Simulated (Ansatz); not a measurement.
Write a Python script for the Ansatz DFT code, driven from Python that makes a ladder of methods at one geometry of C3H2Se, SMILES C#CC=[Se]. Use (for the species named): r2scan0, def2-SVP basis, multiplicity 1. The script varies functional: r2scan0, pbe, blyp, lc_wpbe, b3lyp, hf.

```xyz
6

C     0.3823    1.2133   -0.8265
C     0.1569    0.2941   -0.1329
C    -0.0785   -0.8458    0.6949
Se   -1.5671   -1.7618    0.2002
H     0.4880    2.0951   -1.4761
H     0.6605   -1.0589    1.4941
```

The script, `methods_c3h2se.py`:
```python
'''C3H2Se at several levels of theory.'''

from pathlib import Path

import ansatz
import numpy as np

GEOMETRY = '''
C     0.38230    1.21330   -0.82650
C     0.15690    0.29410   -0.13290
C    -0.07850   -0.84580    0.69490
Se   -1.56710   -1.76180    0.20020
H     0.48800    2.09510   -1.47610
H     0.66050   -1.05890    1.49410
'''

geometry = ansatz.Crystal.molecule()
for line in GEOMETRY.strip().splitlines():
    symbol, *xyz = line.split()
    geometry = geometry.atom(symbol, [float(v) for v in xyz])

calc = geometry.calculation().basis(gaussian='def2-SVP')

print('functional    E (Ha)        dipole (D)   HOMO (eV)  LUMO (eV)')
for name in ['r2scan0', 'pbe', 'blyp', 'lc_wpbe', 'b3lyp', 'hf']:
    summary = calc.functional(name).forces().orbitals().run(runs_dir='runs').report
    lines = Path(summary['orbitals_path']).read_text().splitlines()
    field_of = lambda key: [line.split('=')[1].strip() for line in lines if line.startswith(key)]
    orbitals = [(27.211386 * float(e), s, float(n)) for e, s, n in zip(field_of('Ene='), field_of('Spin='), field_of('Occup='))]
    homo = max(e for e, _, n in orbitals if n > 0.5)
    lumo = min(e for e, _, n in orbitals if n < 0.5)
    dipole = 4.803205 * np.linalg.norm(summary['charge_distribution']['dipole_moment_e_ang'])
    print(f'{name:10s} {summary["free_energy_ev"] / 27.211386246:14.6f} {dipole:9.3f} {homo:11.3f} {lumo:10.3f}')
```

Output of `python methods_c3h2se.py`:
```text
functional    E (Ha)        dipole (D)   HOMO (eV)  LUMO (eV)
r2scan0      -2516.471442     1.847      -6.523     -3.266
pbe          -2516.073252     1.638      -5.116     -3.946
blyp         -2516.578644     1.607      -4.879     -3.720
lc_wpbe      -2516.144568     1.654      -9.083     -1.196
b3lyp        -2516.616054     1.676      -6.030     -3.321
hf           -2514.108735     2.101      -8.977      0.137
```

Notes:
- Total energies depend on the basis set; only differences at equal settings carry meaning.
- The geometry is a force-field or estimated start, not a minimum of this method, and the basis set is short of its limit. A lower total doesn't mark the better method: functionals have no common bound, and MP2 and coupled cluster aren't variational.
- b3lyp holds the VWN-RPA fit, as in Gaussian; the form of ORCA and Turbomole is b3lyp5.
- Levels such as HOMO and LUMO are orbital energies: with these approximate functionals they aren't the ionisation energy and electron affinity, and their gap isn't the fundamental gap.
- Timing: 11 s on 1 thread of Intel(R) Xeon(R) Processor @ 2.30GHz, with other jobs on the host, peak memory 0.28 GiB.
